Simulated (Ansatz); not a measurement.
Task: harmonic frequencies at the relaxed geometry of CH₆AsNO, SMILES N[AsH]CO, with Ansatz 0.2.0 through its Python package. Give the script and its output. Use (for the species named): PBE0, def2-SVP basis, multiplicity 1.

The script reads `ch6asno.xyz`:
```text
10

N    -1.01780    1.43970    0.24810
As    0.77240    1.07980   -0.04410
C     0.45210   -0.87210   -0.03170
O    -0.10430   -1.26650   -1.18540
H    -1.38990    0.94010    1.05310
H    -1.59210    1.13780   -0.59160
H     1.12310    1.12750    1.49140
H     1.50330   -1.37550    0.06080
H    -0.12620   -1.13000    0.90630
H     0.46240   -1.13190   -1.90400
```

The script, `run_freq.py`:
```python
# -*- coding: utf-8 -*-
"""Vibrations and zero-point energy of CH6AsNO."""

import itertools

import ansatz as az
from ase.data import atomic_numbers, covalent_radii
import numpy as np

BASIS_SET = "def2-SVP"
XC = "pbe0"


def main():
    molecule = az.Crystal.molecule_from_extxyz("ch6asno.xyz")

    base = molecule.calculation().basis(gaussian=BASIS_SET).functional(XC)
    symbols = [site.symbol for site in molecule.cartesian_sites]
    start = np.array([site.position_ang for site in molecule.cartesian_sites], dtype=float)
    def progress(event):
        if event["event"] == "relax_step":
            row = event["data"]
            print(f"step {row['step']:3d}  E = {row['lagrangian_ev']:.6f} eV  largest force component {row['allowed_force_max_ev_ang']:.4f} eV/A")


    summary = base.relax(force_tolerance=0.003).session().plan().execute(on_event=progress).report
    end = np.array(summary["positions_ang"])

    # pairs closer than 1.2 times the sum of covalent radii, before or after
    radius = [covalent_radii[atomic_numbers[s]] for s in symbols]
    span = lambda where, i, j: np.linalg.norm(where[i] - where[j])
    bonded = [(i, j) for i, j in itertools.combinations(range(len(symbols)), 2) if min(span(start, i, j), span(end, i, j)) < 1.2 * (radius[i] + radius[j])]
    print("pair        before    after (A)")
    for i, j in bonded:
        print(f"{symbols[i]}{i}-{symbols[j]}{j}".ljust(10), f"{span(start, i, j):8.4f} {span(end, i, j):8.4f}")
    for first, second in list(itertools.combinations(bonded, 2)):
        shared = set(first) & set(second)
        if shared and symbols[(j := shared.pop())] != "H":
            i, k = sorted((set(first) | set(second)) - {j})
            u, v = end[i] - end[j], end[k] - end[j]
            angle = np.degrees(np.arccos(np.clip(u @ v / np.linalg.norm(u) / np.linalg.norm(v), -1, 1)))
            print(f"final angle {symbols[i]}{i}-{symbols[j]}{j}-{symbols[k]}{k}: {angle:.2f} deg")

    # same settings at the minimum
    minimum = az.Crystal.molecule()
    for symbol, place in zip(symbols, end):
        minimum = minimum.atom(symbol, place.tolist())
    vibrating = minimum.calculation().basis(gaussian=BASIS_SET).functional(XC).phonons(temperatures=(200, 600, 100))
    vib = vibrating.run(threads=1).report["vibrations"]
    sums = vib["harmonic_sums"]
    modes = [m["omega_inv_cm"] for m in sums["modes_at_gamma"] if m["rigid_motion"] == "no"]
    for number, w in enumerate(modes, start=1):
        print(f"mode {number:2d} {w:9.1f} 1/cm {w / 8065.544 * 1000:8.2f} meV")
    print("imaginary modes:", sum(w < 0 for w in modes), " zero-point energy:", round(sums["zero_point_energy_ev"], 4), "eV")
    print("T (K)   F_vib (eV)   S_vib (meV/K)   C_vib (meV/K)")
    for row in zip(sums["temperatures_k"], sums["vibrational_free_energy_ev"], vib["entropy_ev_per_k"], vib["heat_capacity_ev_per_k"]):
        print(f"{row[0]:6.1f} {row[1]:11.4f} {1000 * row[2]:13.4f} {1000 * row[3]:15.4f}")

    # all hydrogen replaced by deuterium
    heavier = vibrating.phonons(masses={"H": 2.014102}).run(threads=1).report["vibrations"]["harmonic_sums"]
    print("deuterated (1/cm):", " ".join(f"{m['omega_inv_cm']:.0f}" for m in heavier["modes_at_gamma"] if m["rigid_motion"] == "no"))
    print("zero-point energy falls by", round(sums["zero_point_energy_ev"] - heavier["zero_point_energy_ev"], 4), "eV")


if __name__ == "__main__":
    main()
```

```console
$ python run_freq.py
step   1  E = -65488.439402 eV  largest force component 3.7449 eV/A
step   2  E = -65488.770132 eV  largest force component 1.1695 eV/A
step   3  E = -65488.865043 eV  largest force component 0.3883 eV/A
step   4  E = -65488.877108 eV  largest force component 0.2181 eV/A
step   5  E = -65488.887880 eV  largest force component 0.0855 eV/A
step   6  E = -65488.890335 eV  largest force component 0.1429 eV/A
step   7  E = -65488.891297 eV  largest force component 0.0814 eV/A
step   8  E = -65488.891452 eV  largest force component 0.0788 eV/A
step   9  E = -65488.891554 eV  largest force component 0.0909 eV/A
step  10  E = -65488.892065 eV  largest force component 0.0271 eV/A
step  11  E = -65488.892070 eV  largest force component 0.0196 eV/A
step  12  E = -65488.892122 eV  largest force component 0.0075 eV/A
step  13  E = -65488.892133 eV  largest force component 0.0036 eV/A
step  14  E = -65488.892135 eV  largest force component 0.0012 eV/A
pair        before    after (A)
N0-As1       1.8492   1.8465
N0-H4        1.0179   1.0183
N0-H5        1.0612   1.0168
As1-C2       1.9780   1.9931
As1-H6       1.5758   1.5289
C2-O3        1.3402   1.4001
C2-H7        1.1692   1.1098
C2-H8        1.1317   1.1015
O3-H9        0.9250   0.9634
final angle As1-N0-H4: 114.89 deg
final angle As1-N0-H5: 110.71 deg
final angle N0-As1-C2: 102.75 deg
final angle N0-As1-H6: 96.18 deg
final angle H4-N0-H5: 108.43 deg
final angle C2-As1-H6: 93.71 deg
final angle As1-C2-O3: 111.69 deg
final angle As1-C2-H7: 108.20 deg
final angle As1-C2-H8: 109.26 deg
final angle O3-C2-H7: 113.29 deg
final angle O3-C2-H8: 107.24 deg
final angle C2-O3-H9: 108.19 deg
final angle H7-C2-H8: 107.01 deg
mode  1      71.7 1/cm     8.89 meV
mode  2     199.9 1/cm    24.78 meV
mode  3     220.7 1/cm    27.36 meV
mode  4     269.6 1/cm    33.43 meV
mode  5     359.1 1/cm    44.52 meV
mode  6     566.6 1/cm    70.25 meV
mode  7     573.0 1/cm    71.05 meV
mode  8     697.6 1/cm    86.49 meV
mode  9     745.4 1/cm    92.42 meV
mode 10     792.6 1/cm    98.27 meV
mode 11     837.8 1/cm   103.88 meV
mode 12    1008.8 1/cm   125.07 meV
mode 13    1121.2 1/cm   139.01 meV
mode 14    1158.3 1/cm   143.62 meV
mode 15    1277.1 1/cm   158.35 meV
mode 16    1378.5 1/cm   170.91 meV
mode 17    1457.7 1/cm   180.73 meV
mode 18    1564.3 1/cm   193.95 meV
mode 19    2189.8 1/cm   271.50 meV
mode 20    2998.8 1/cm   371.80 meV
mode 21    3119.1 1/cm   386.72 meV
mode 22    3551.1 1/cm   440.28 meV
mode 23    3658.5 1/cm   453.60 meV
mode 24    3870.8 1/cm   479.91 meV
imaginary modes: 0  zero-point energy: 2.0884 eV
T (K)   F_vib (eV)   S_vib (meV/K)   C_vib (meV/K)
 200.0      2.0592        0.3527          0.4425
 300.0      2.0128        0.5746          0.6638
 400.0      1.9444        0.7929          0.8574
 500.0      1.8546        1.0018          1.0153
 600.0      1.7444        1.1986          1.1426
deuterated (1/cm): 65 153 183 221 292 469 480 546 610 622 656 758 829 978 1026 1066 1154 1162 1559 2185 2311 2567 2698 2818
zero-point energy falls by 0.5133 eV
```

Reading the output:
- Total energies depend on the basis set; only differences at equal settings carry meaning.
- The frequencies are harmonic and unscaled, in a modest basis.
- The result belongs to the one conformer reached from this start, and soft torsions count as harmonic oscillators.
- It ran for 6.6 min on 1 thread of Arm Neoverse V2, with other jobs on the host, peak memory 0.32 GiB.
